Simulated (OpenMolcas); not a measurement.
# SiBr3Cl (tribromochlorosilane): BPW91/aug-cc-pVDZ (RICD fitting)

What is the vertical electron affinity of SiBr3Cl (tribromochlorosilane) at BPW91/aug-cc-pVDZ (RICD fitting)? 

The calculation is run with OpenMolcas 26.06.

## Step 1: The system as given

SiBr3Cl has 5 atoms, charge 0, and is taken as a singlet. As SMILES, `Cl[Si](Br)(Br)Br`. Geometry: relaxed at GFN2-xTB.

Bond lengths: Cl1–Si2 2.005 Å, Si2–Br3 2.204 Å, Si2–Br4 2.203 Å, Si2–Br5 2.204 Å. Angles: Cl1–Si2–Br3 111.6°, Cl1–Si2–Br4 112.5°, Cl1–Si2–Br5 112.0°, Br3–Si2–Br4 106.6°, Br3–Si2–Br5 107.6°, Br4–Si2–Br5 106.2°.

## Step 2: A single-point energy at BPW91/aug-cc-pVDZ (RICD fitting)

Input file input.xyz:

```xyz
5

Cl    -0.784090    -0.180200     1.940390
Si    -0.033890    -0.007670     0.088540
Br     1.704550    -1.329530    -0.209680
Br    -1.500670    -0.534960    -1.468170
Br     0.614100     2.052350    -0.351080
```

Input file job.inp:

```
&GATEWAY
BASLIB=$CurrDir
COORD=input.xyz
BASIS=aug-cc-pVDZ
GROUP=NoSym
RICD
&SEWARD
GRIDINPUT
Grid=SG1Grid
End of Grid
&SCF
KSDFT=2
1.0 GGA_X_B88
1.0 GGA_C_PW91
PRORBITALS=1 1
```

The basis set aug-cc-pVDZ is read from a file made from the Basis Set Exchange's data (not shown).

The run is started by

```sh
export MOLCAS_MEM=1860
pymolcas job.inp > job.log
```

What it wrote:

```text
--- Start Module: gateway ---
[...]
--- Stop Module: gateway /rc=_RC_ALL_IS_WELL_ ---
--- Start Module: seward ---
[...]
      Basis functions          162
--- Stop Module: seward /rc=_RC_ALL_IS_WELL_ ---
[...]
--- Start Module: scf ---
[...]
       Convergence after  12 Iterations
[...]
::    Total KS-DFT energy                           -8472.8390472704
[...]
      Total spin, S                                     0.0000000000
[...]
      Total electronic charge=  136.000000
      Total            charge=   -0.000000
[...]
      Dipole Moment (debye):
      Origin of the operator (angstrom)=    0.1207    0.0277   -0.2996
                   X= -8.0518E-02               Y= -1.6597E-02               Z=  2.0774E-01           Total=  2.2342E-01
      Quadrupole Moment (debye*angstrom):
[...]
--- Stop Module: scf /rc=_RC_ALL_IS_WELL_ ---
[...]
```

Run time: 9.6 s. Hardware: 1 thread of AMD EPYC 7B13 (Zen 3), shared host; peak memory 0.21 GiB.

## Step 3: The doublet anion

input.xyz is that of step 2.

Input file job.inp:

```
&GATEWAY
  BasLib=$CurrDir
  Coord=input.xyz
  Basis=aug-cc-pVDZ
  Group=NoSym
  RICD

&SEWARD
  GridInput
  Grid=SG1Grid
  End of Grid

&SCF
  UHF
  Charge=-1
  Spin=2
  KSDFT=2
  1.0 GGA_X_B88
  1.0 GGA_C_PW91
  PrOrbitals=1 1
```

The basis set aug-cc-pVDZ is read from a file made from the Basis Set Exchange's data (not shown).

The run is started by

```sh
export MOLCAS_MEM=1860
pymolcas job.inp > job.log
```

What it wrote:

```text
--- Start Module: gateway ---
[...]
--- Stop Module: gateway /rc=_RC_ALL_IS_WELL_ ---
--- Start Module: seward ---
[...]
      Basis functions          162
--- Stop Module: seward /rc=_RC_ALL_IS_WELL_ ---
[...]
--- Start Module: scf ---
[...]
       Convergence after  19 Iterations
[...]
::    Total KS-DFT energy                           -8472.8513036989
[...]
      Total spin, S                                     0.5004640455
[...]
      Total electronic charge=  137.000000
      Total            charge=   -1.000000
[...]
      Dipole Moment (debye):
      Origin of the operator (angstrom)=    0.1207    0.0277   -0.2996
                   X=  5.7550E-02               Y=  1.4509E-02               Z= -2.0105E-01           Total=  2.0963E-01
      Center of Charge (angstrom)
[...]
--- Stop Module: scf /rc=_RC_ALL_IS_WELL_ ---
[...]
```

It took 15 s on 1 thread of AMD EPYC 7B13 (Zen 3), shared host; peak memory 0.22 GiB.

## Step 4: Results

At BPW91/aug-cc-pVDZ (RICD fitting):

| quantity | value |
| --- | --- |
| singlet SiBr3Cl: total energy | -8472.83905 Eh |
| singlet SiBr3Cl: dipole moment | 0.22 D |
| singlet SiBr3Cl: HOMO energy | -7.34 eV |
| singlet SiBr3Cl: LUMO energy | -2.56 eV |
| singlet SiBr3Cl: HOMO–LUMO gap | 4.78 eV |
| doublet anion: total energy | -8472.85130 Eh |
| doublet anion: HOMO energy (highest over α and β) | 1.67 eV |
| doublet anion: LUMO energy (lowest over α and β) | 2.10 eV |
| doublet anion: ⟨S²⟩ | 0.751 |
| vertical electron affinity (to the doublet anion) | 0.334 eV |

**Reading.** At fixed nuclei the extra electron is bound by 0.33 eV (7.7 kcal/mol). Mulliken charges (doublet anion) run from -0.29 on Br3 to +0.14 on Si2; in a basis this large or diffuse they mean little. The HOMO (doublet anion) lies at positive energy, 1.67 eV; only total energies tell whether the electron is bound.
